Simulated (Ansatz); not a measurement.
**Si2NH6F (SMILES F[SiH2]N[SiH3]): PBE0/cc-pVDZ**

Aim: the electronic atomisation energy of Si2NH6F at PBE0/cc-pVDZ, from 5 runs. 

Program for the calculation: Ansatz 0.2.0.

69 further runs of the same task are left out: 69 set aside as unsound or not needed.

### Step 1. Starting point

Si2NH6F: 10 atoms, total charge 0, spin state singlet. As SMILES, `F[SiH2]N[SiH3]`. Geometry: relaxed at PBE0-D4/def2-TZVP. This is one conformer, not always the lowest.

Bond lengths: F1–Si2 1.602 Å, Si2–N3 1.706 Å, N3–Si4 1.733 Å, Si2–H5 1.480 Å, Si2–H6 1.478 Å, N3–H7 1.011 Å, Si4–H8 1.487 Å, Si4–H9 1.487 Å, Si4–H10 1.483 Å. Some angles: F1–Si2–N3 112.6°, Si2–N3–Si4 128.2°, F1–Si2–H5 106.0°, F1–Si2–H6 106.5°, N3–Si2–H5 109.3°, N3–Si2–H6 108.9°, Si2–N3–H7 115.6°, Si4–N3–H7 115.9°, N3–Si4–H8 110.9°, N3–Si4–H9 112.0°.

### Step 2. The energy at PBE0/cc-pVDZ

The input, job.yaml:

```yaml
crystal:
  periodic: [false, false, false]
  atoms:
    - {symbol: F, position_ang: [-1.561500, 0.994300, -1.776700]}
    - {symbol: Si, position_ang: [-0.375000, 1.301800, -0.745900]}
    - {symbol: "N", position_ang: [0.514800, -0.094800, -0.335900]}
    - {symbol: Si, position_ang: [0.194800, -1.236100, 0.928700]}
    - {symbol: H, position_ang: [0.517200, 2.267200, -1.426700]}
    - {symbol: H, position_ang: [-1.010100, 1.839400, 0.475900]}
    - {symbol: H, position_ang: [1.264300, -0.336200, -0.970000]}
    - {symbol: H, position_ang: [1.391500, -1.422100, 1.791600]}
    - {symbol: H, position_ang: [-0.186300, -2.569800, 0.392000]}
    - {symbol: H, position_ang: [-0.924400, -0.683300, 1.730300]}
basis:
  gaussian:
    orbitals: cc-pVDZ
hamiltonian:
  xc: {name: PBE0}
accuracy: high
output:
  orbitals: {seedname: orbitals}
```

Launch:

```console
ansatz run job.yaml --threads 1 --pin off --max-ram 3480MiB --events-out events.jsonl --progress --plain --runs-dir runs
```

Standard output:

```text
Warning: RAYON_NUM_THREADS=1 ignored (pool sized by the plan → 1); use --threads N
Functional definition: PBE0
  name "PBE0"
  parameter a = 0.25
  parameter kappa = 0.804
  parameter beta = 0.06672455060314922
  exchange = (1 - a)*pbe_x(kappa = kappa, mu = beta*pi^2/3) + a*exact_x
  correlation = pbe_c(beta = beta)
2240 factors; integrals over basis functions are off by at most 3.7e-9 eV
mean field evaluation 1: about -20045.6312 eV, gradient 5.4e1 eV
mean field evaluation 2: about -20038.6787 eV, gradient 7.7e1 eV
mean field evaluation 4: about -20050.9055 eV, gradient 3.6e0 eV
mean field evaluation 8: about -20051.0920 eV, gradient 1.5e-1 eV
mean field evaluation 16: about -20051.0921 eV, gradient 1.1e-5 eV
mean field -20051.09209108 eV, -736.8640432290 hartree, gradient 7.5e-9 eV, S^2 0.000000; 0 other end points of the search recorded, 0 dependent functions left out
reference -20051.09209393 eV, -736.8640433337 hartree; 25, 25 occupied and 69, 69 virtual orbitals, 2240 factors
Total energy: -20051.09209393 eV, -736.8640433337 hartree
```

Wall time 7.8 s (1 thread of Intel Xeon Platinum 8488C (Sapphire Rapids), shared host); peak memory 0.36 GiB.

### Step 3. The F atom, same level

The input, job.yaml:

```yaml
crystal:
  periodic: [false, false, false]
  atoms:
    - symbol: F
      position_ang: [0.000000, 0.000000, 0.000000]
basis:
  gaussian: {orbitals: cc-pVDZ}
magnetization: {spin_polarized: true, initial_magnetization: 1}
accuracy: high
hamiltonian: {xc: {name: PBE0}}
```

Run the same way, it converges to -99.63567 Eh (log not shown).

### Step 4. The H atom

The input, in.yaml:

```yaml
crystal:
  periodic: [false, false, false]
  atoms:
    - symbol: H
      position_ang: [0.000000, 0.000000, 0.000000]
basis:
  gaussian:
    orbitals: cc-pVDZ
magnetization:
  spin_polarized: true
  initial_magnetization: 1
accuracy: high
hamiltonian:
  xc: {name: PBE0}
```

Run the same way, it converges to -0.50029 Eh (log not shown).

### Step 5. The N atom at the same level

The input, in.yaml:

```yaml
crystal:
  periodic: [false, false, false]
  atoms:
    - {symbol: N, position_ang: [0.000000, 0.000000, 0.000000]}
basis:
  gaussian:
    orbitals: cc-pVDZ
magnetization:
  spin_polarized: true
  initial_magnetization: 3
hamiltonian:
  xc: {name: PBE0}
accuracy: high
```

Launch:

```console
ansatz run in.yaml --threads 1 --pin off --max-ram 3480MiB --events-out events.jsonl --progress --plain --runs-dir runs
```

Standard output:

```text
Warning: RAYON_NUM_THREADS=1 ignored (pool sized by the plan → 1); use --threads N
[... 7 set-up lines as earlier in the session ...]
96 factors; integrals over basis functions are off by at most 2.2e-9 eV
mean field evaluation 1: about -1483.7753 eV, gradient 4.2e0 eV
mean field evaluation 2: about -1483.8395 eV, gradient 1.9e0 eV
mean field evaluation 4: about -1483.8579 eV, gradient 9.1e-2 eV
mean field evaluation 8: about -1483.8572 eV, gradient 1.9e-4 eV
mean field -1483.85724055 eV, -54.5307477956 hartree, gradient 7.2e-9 eV, S^2 3.751615; 0 other end points of the search recorded, 0 dependent functions left out
reference -1483.85724155 eV, -54.5307478322 hartree; 5, 2 occupied and 9, 12 virtual orbitals, 96 factors
Total energy: -1483.85724155 eV, -54.5307478322 hartree
```

Wall time 0.2 s (1 thread of Intel Xeon Platinum 8488C (Sapphire Rapids), shared host).

### Step 6. The Si atom at the same level

The input, molecule.yaml:

```yaml
crystal:
  periodic: [false, false, false]
  atoms:
    - {symbol: Si, position_ang: [0.000000, 0.000000, 0.000000]}
basis:
  gaussian: {orbitals: cc-pVDZ}
magnetization: {spin_polarized: true, initial_magnetization: 2}
hamiltonian: {xc: pbe0}
accuracy: high
```

Run the same way, it converges to -289.24736 Eh (log not shown).

### Step 7. Results

At PBE0/cc-pVDZ:

```
                     quantity          value
       molecule: total energy  -736.86404 Eh
        molecule: HOMO energy       -7.93 eV
        molecule: LUMO energy        0.54 eV
      molecule: HOMO–LUMO gap        8.46 eV
         F atom: total energy   -99.63567 Eh
                 F atom: ⟨S²⟩          0.751
         H atom: total energy    -0.50029 Eh
                 H atom: ⟨S²⟩          0.750
         N atom: total energy   -54.53075 Eh
                 N atom: ⟨S²⟩          3.752
        Si atom: total energy  -289.24736 Eh
                Si atom: ⟨S²⟩          2.004
electronic atomisation energy      32.686 eV
```

In words: Taking the molecule apart into free atoms costs 32.69 eV (754 kcal/mol), before zero-point energy and without spin-orbit coupling.
